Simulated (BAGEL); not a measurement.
# One shape, several levels: triplet BCl2F

Aim: a comparison of 4 runs (UHF/3-21G, ROHF/6-31G*, UHF/6-31G*, ROHF/6-311+G**) of triplet BCl2F. 

Program for the calculation: BAGEL 1.2.2.

2 further runs of the same task are left out: 2 set aside as unsound or not needed.

### 1 The structure to begin with

BCl2F: 4 atoms, total charge 0, spin state triplet. As SMILES of the parent species, `FB(Cl)Cl`. The shape is that of a PBE0-D4/def2-TZVP optimisation. That shape belongs to the parent species and isn't relaxed for this state.

Bond lengths: F1–B2 1.310 Å, B2–Cl3 1.739 Å, B2–Cl4 1.739 Å. Angles: F1–B2–Cl3 119.3°, F1–B2–Cl4 119.3°, Cl3–B2–Cl4 121.5°.

### 2 The energy at UHF/3-21G (density fitting with cc-pvqz-jkfit) (run 1)

File input.json:

```json
{ "bagel" : [

{
  "title" : "molecule",
  "basis" : "3-21g",
  "df_basis" : "cc-pvqz-jkfit",
  "angstrom" : true,
  "geometry" : [
    { "atom" : "F", "xyz" : [    0.114370,   -1.165320,   -0.781190 ] },
    { "atom" : "B", "xyz" : [    0.007910,   -0.080610,   -0.054040 ] },
    { "atom" : "Cl", "xyz" : [   -1.549540,    0.373780,    0.571420 ] },
    { "atom" : "Cl", "xyz" : [    1.427260,    0.872140,    0.263810 ] }
  ]
},
{ "title" : "uhf", "nopen" : 2 },
{ "title" : "print", "file" : "orbitals.molden", "orbitals" : true }

]}
```

Started as:

```console
$ BAGEL_NUM_THREADS=1 BAGEL input.json > input.out
```

Log:

```text
* using 1 threads per process

  ===============================================================
  ===============================================================

  *** Geometry ***

  { "atom" : "F", "xyz" : [      0.216128,     -2.202136,     -1.476235 ] },
  { "atom" : "B", "xyz" : [      0.014948,     -0.152331,     -0.102121 ] },
  { "atom" : "Cl", "xyz" : [     -2.928206,      0.706342,      1.079827 ] },
  { "atom" : "Cl", "xyz" : [      2.697131,      1.648106,      0.498529 ] },

  Number of auxiliary basis functions:      508

  Since a DF basis is specified, we compute 2- and 3-index integrals:
    o Being stored without compression. Storage requirement is 0.008 GB

  Number of basis functions:       44
  Number of electrons      :       48

    * METHOD: MOLECULE                             0.15

  *** Open-shell HF ***

  === Nuclear Repulsion ===
   181.6690727857

      * DIIS with orbital gradients will be used.

  === UHF iteration (3-21g) ===
      0      -1037.80272145          0.04331059           0.05
      1      -1037.87649910          0.02588211           0.05
      2      -1037.89333732          0.01453882           0.05
      3      -1037.90039296          0.00077885           0.05
      4      -1037.90071395          0.00022769           0.05
      5      -1037.90074513          0.00008914           0.05
      6      -1037.90075451          0.00003310           0.05
      7      -1037.90075540          0.00002384           0.05
      8      -1037.90075605          0.00001285           0.05
      9      -1037.90075624          0.00000602           0.05
     10      -1037.90075629          0.00000324           0.05
     11      -1037.90075631          0.00000113           0.05
     12      -1037.90075631          0.00000050           0.05
     13      -1037.90075631          0.00000015           0.05
     14      -1037.90075631          0.00000010           0.05
     15      -1037.90075631          0.00000009           0.05
     16      -1037.90075631          0.00000009           0.05
     17      -1037.90075631          0.00000009           0.05
     18      -1037.90075631          0.00000006           0.05
     19      -1037.90075631          0.00000003           0.05
     20      -1037.90075631          0.00000002           0.05
     21      -1037.90075631          0.00000001           0.05
     22      -1037.90075631          0.00000000           0.05
    * SCF iteration converged.

    * S^2 (UHF) is 2.0240

    * Permanent dipole moment:
           (    0.066163,    -0.674092,    -0.451912) a.u.

    * METHOD: UHF                                  1.29

    * METHOD: PRINT                                0.00

  ===============================================================
```

Run time: 1.6 s. Hardware: 1 thread of Arm Neoverse V2, shared host.

### 3 A single-point energy at ROHF/6-31G(d) (density fitting with cc-pvqz-jkfit, spherical functions) (run 2)

File calc.json:

```json
{ "bagel": [

{
  "title": "molecule",
  "basis": "6-31gs.json",
  "df_basis": "cc-pvqz-jkfit",
  "angstrom": true,
  "geometry": [
    { "atom": "F", "xyz": [       0.114370,      -1.165320,      -0.781190 ] },
    { "atom": "B", "xyz": [       0.007910,      -0.080610,      -0.054040 ] },
    { "atom": "Cl", "xyz": [      -1.549540,       0.373780,       0.571420 ] },
    { "atom": "Cl", "xyz": [       1.427260,       0.872140,       0.263810 ] }
  ]
},

{ "title": "rohf", "nopen": 2 },

{ "title": "print", "file": "orbitals.molden", "orbitals": true }

]}
```

The basis set 6-31G* is read from a file made from the Basis Set Exchange's data (not shown).

Started as:

```console
$ BAGEL_NUM_THREADS=1 BAGEL calc.json > calc.out
```

Log:

```text
* using 1 threads per process

  ===============================================================
  ===============================================================

  *** Geometry ***

  { "atom" : "F", "xyz" : [      0.216128,     -2.202136,     -1.476235 ] },
  { "atom" : "B", "xyz" : [      0.014948,     -0.152331,     -0.102121 ] },
  { "atom" : "Cl", "xyz" : [     -2.928206,      0.706342,      1.079827 ] },
  { "atom" : "Cl", "xyz" : [      2.697131,      1.648106,      0.498529 ] },

  Number of auxiliary basis functions:      508

  Since a DF basis is specified, we compute 2- and 3-index integrals:
    o Being stored without compression. Storage requirement is 0.017 GB

  Number of basis functions:       64
  Number of electrons      :       48

    * METHOD: MOLECULE                             0.19

  *** Open-shell HF ***

  === Nuclear Repulsion ===
   181.6690727857

      * DIIS with orbital gradients will be used.

  === ROHF iteration (6-31gs.json) ===
      0      -1042.83090616          0.03461500           0.08
      1      -1042.90505809          0.02168516           0.08
      2      -1042.92741468          0.01294802           0.08
      3      -1042.93967093          0.00075601           0.08
      4      -1042.93979938          0.00016110           0.08
      5      -1042.93984505          0.00006577           0.08
      6      -1042.93984639          0.00001484           0.08
      7      -1042.93984928          0.00000453           0.08
      8      -1042.93985011          0.00000191           0.08
      9      -1042.93985015          0.00000095           0.08
     10      -1042.93985022          0.00000063           0.08
     11      -1042.93985025          0.00000044           0.08
     12      -1042.93985024          0.00000023           0.08
     13      -1042.93985025          0.00000015           0.08
     14      -1042.93985024          0.00000016           0.08
     15      -1042.93985025          0.00000013           0.08
     16      -1042.93985025          0.00000010           0.08
     17      -1042.93985025          0.00000004           0.08
     18      -1042.93985025          0.00000002           0.08
     19      -1042.93985025          0.00000001           0.08
     20      -1042.93985025          0.00000001           0.08
    * SCF iteration converged.

    * S^2 (ROHF) is 2.0000

    * Permanent dipole moment:
           (    0.064886,    -0.661113,    -0.443207) a.u.

    * METHOD: ROHF                                 1.82

    * METHOD: PRINT                                0.01

  ===============================================================
```

Wall time 2.2 s (1 thread of Arm Neoverse V2, shared host); peak memory 0.092 GiB.

Run 3 isn't shown in full; the table further down has it.

### 4 A single-point energy at ROHF/6-311+G(d,p) (density fitting with cc-pvqz-jkfit) (run 4)

File hf.json:

```json
{ "bagel": [

{
  "title": "molecule",
  "basis": "6-311+gss.json",
  "df_basis": "cc-pvqz-jkfit",
  "angstrom": true,
  "geometry": [
    { "atom": "F", "xyz": [    0.114370,   -1.165320,   -0.781190 ] },
    { "atom": "B", "xyz": [    0.007910,   -0.080610,   -0.054040 ] },
    { "atom": "Cl", "xyz": [   -1.549540,    0.373780,    0.571420 ] },
    { "atom": "Cl", "xyz": [    1.427260,    0.872140,    0.263810 ] }
  ]
},
{ "title": "rohf", "nopen": 2 },
{ "title": "print", "file": "orbitals.molden", "orbitals": true }

]}
```

The basis set 6-311+G** is read from a file made from the Basis Set Exchange's data (not shown).

Started as:

```console
$ BAGEL_NUM_THREADS=1 BAGEL hf.json > hf.out
```

Log:

```text
* using 1 threads per process

  ===============================================================
  ===============================================================

  *** Geometry ***

  { "atom" : "F", "xyz" : [      0.216128,     -2.202136,     -1.476235 ] },
  { "atom" : "B", "xyz" : [      0.014948,     -0.152331,     -0.102121 ] },
  { "atom" : "Cl", "xyz" : [     -2.928206,      0.706342,      1.079827 ] },
  { "atom" : "Cl", "xyz" : [      2.697131,      1.648106,      0.498529 ] },

  Number of auxiliary basis functions:      508

  Since a DF basis is specified, we compute 2- and 3-index integrals:
    o Being stored without compression. Storage requirement is 0.044 GB

  Number of basis functions:      104
  Number of electrons      :       48

    * METHOD: MOLECULE                             0.22

  *** Open-shell HF ***

  === Nuclear Repulsion ===
   181.6690727857

      * DIIS with orbital gradients will be used.

  === ROHF iteration (6-311+gss.json) ===
      0      -1042.85809736          0.04449854           0.15
      1      -1042.96626451          0.03203555           0.15
      2      -1043.00876646          0.02057776           0.15
      3      -1043.03910887          0.00086768           0.15
      4      -1043.03938196          0.00022145           0.15
      5      -1043.03946435          0.00007460           0.15
      6      -1043.03948601          0.00002908           0.15
      7      -1043.03949137          0.00001024           0.15
      8      -1043.03949410          0.00000538           0.15
      9      -1043.03949444          0.00000263           0.15
[... 34 lines of this table left out ...]
     44      -1043.03949476          0.00000001           0.15
     45      -1043.03949476          0.00000001           0.15
     46      -1043.03949476          0.00000001           0.15
     47      -1043.03949476          0.00000001           0.15
    * SCF iteration converged.

    * S^2 (ROHF) is 2.0000

    * Permanent dipole moment:
           (    0.065503,    -0.667351,    -0.447391) a.u.

    * METHOD: ROHF                                 7.48

    * METHOD: PRINT                                0.02

  ===============================================================
```

Run time: 8.1 s. Hardware: 1 thread of Arm Neoverse V2, shared host; peak memory 0.14 GiB.

### 5 Overview of the runs

```csv
run,level,energy (Eh),dipole moment (D),⟨S²⟩,wall time
1,UHF/3-21G (density fitting with cc-pvqz-jkfit),-1037.900756,2.07,2.024,1.6 s
2,"ROHF/6-31G* (density fitting with cc-pvqz-jkfit, spherical functions)",-1042.939850,2.03,2.000,2.2 s
3,"UHF/6-31G* (density fitting with cc-pvqz-jkfit, spherical functions)",-1042.950359,2.03,2.032,2.3 s
4,ROHF/6-311+G** (density fitting with cc-pvqz-jkfit),-1043.039495,2.05,2.000,8.1 s
```

### 6 What came out

```
            quantity           value
 run 4: total energy  -1043.03949 Eh
run 4: dipole moment          2.05 D
         run 4: ⟨S²⟩           2.000
```

In words: The dipole moment (its size) runs from 2.03 D (ROHF/6-31G*) to 2.07 D (UHF/3-21G). The two ends differ in method and basis. All runs together took 14 s, the longest 8.1 s.
